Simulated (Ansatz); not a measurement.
# TiH (quartet): wave-function methods side by side at distance Ti1–H2 = 1.754 Å, def2-TZVPP

An exercise on one series of results from a longer session: the logs are not shown, and one member is left open.

The runs use Ansatz 0.2.0, Gaussian basis; def2-TZVPP, core rule «outside noble gas», up to 9 orbitals frozen.

To be run: UHF; CCSD(T) on ROHF; CCSD(T) on UHF; CCSDT(Q) on ROHF; CCSDT(Q) on UHF; CASSCF and MRCISD+Q, 5 electrons in 5 orbitals; CASSCF and NEVPT2, 5 electrons in 5 orbitals.

22 further runs of the same task are left out: 16 for a known fault of the program, 6 that didn't finish.

### The geometry

The geometry derives from a PBE0/def2-TZVP stationary point (not a proven minimum). One bond is set to the value named and the two fragments are kept rigid.

2 atoms, charge 0, spin multiplicity 4.

Atoms are counted from 1 here; the program's logs count them from 0.

Bond lengths: Ti1–H2 1.754 Å.

The first run:

File in.yaml:

```yaml
crystal:
  periodic: [false, false, false]
  atoms:
    - {symbol: Ti, position_ang: [0.000000, 0.000000, 0.000000]}
    - {symbol: H, position_ang: [0.000000, 0.000000, 1.753968]}
basis:
  gaussian: {orbitals: def2-TZVPP}
magnetization: {spin_polarized: true, initial_magnetization: 3}
hamiltonian: {xc: hf}
output: {orbitals: {seedname: orbitals}}
```

On the command line:

```bash
> ansatz run in.yaml --threads 1 --pin off --events-out ev --progress --plain --max-ram 4096MiB --backend cpu
```

Among the steps run: UHF; CCSD(T) on ROHF; CCSD(T) on UHF; CCSDT(Q) on ROHF; CCSDT(Q) on UHF; CASSCF and MRCISD+Q, 5 electrons in 5 orbitals; CASSCF and NEVPT2, 5 electrons in 5 orbitals.

One table of the session follows, with a row left open; its other results are not shown here.

| method | from RCCSDT(Q) (meV) |
| --- | --- |
| ROHF | +1872.5 |
| UHF | +1746.5 |
| RMP2 | +517.8 |
| UMP2 | +405.6 |
| RCCSD | +78.3 |
| UCCSD | -21.3 |
| RCCSD(T) | +30.2 |
| UCCSD(T) | ? |
| RCCSDT | +2.0 |
| UCCSDT | -88.8 |
| RCCSDT(Q) | 0 |
| UCCSDT(Q) | -89.9 |
| CASSCF pair | +1500.4 |
| NEVPT2 pair | +595.0 |
| MRCISD pair | +93.8 |
| MRCISD+Q pair | +12.1 |

Q: Estimate the row for UCCSD(T) from the others.

**Answer.** from RCCSDT(Q) (meV): -67.4. In the column «from RCCSDT(Q) (meV)» it lies between UCCSDT (-88.8) and UCCSD (-21.3).

To keep in mind: Restricted and unrestricted rows rest on different reference determinants; where their highest levels disagree by more than a few hundredths of an eV, they describe different states and don't form one ladder.
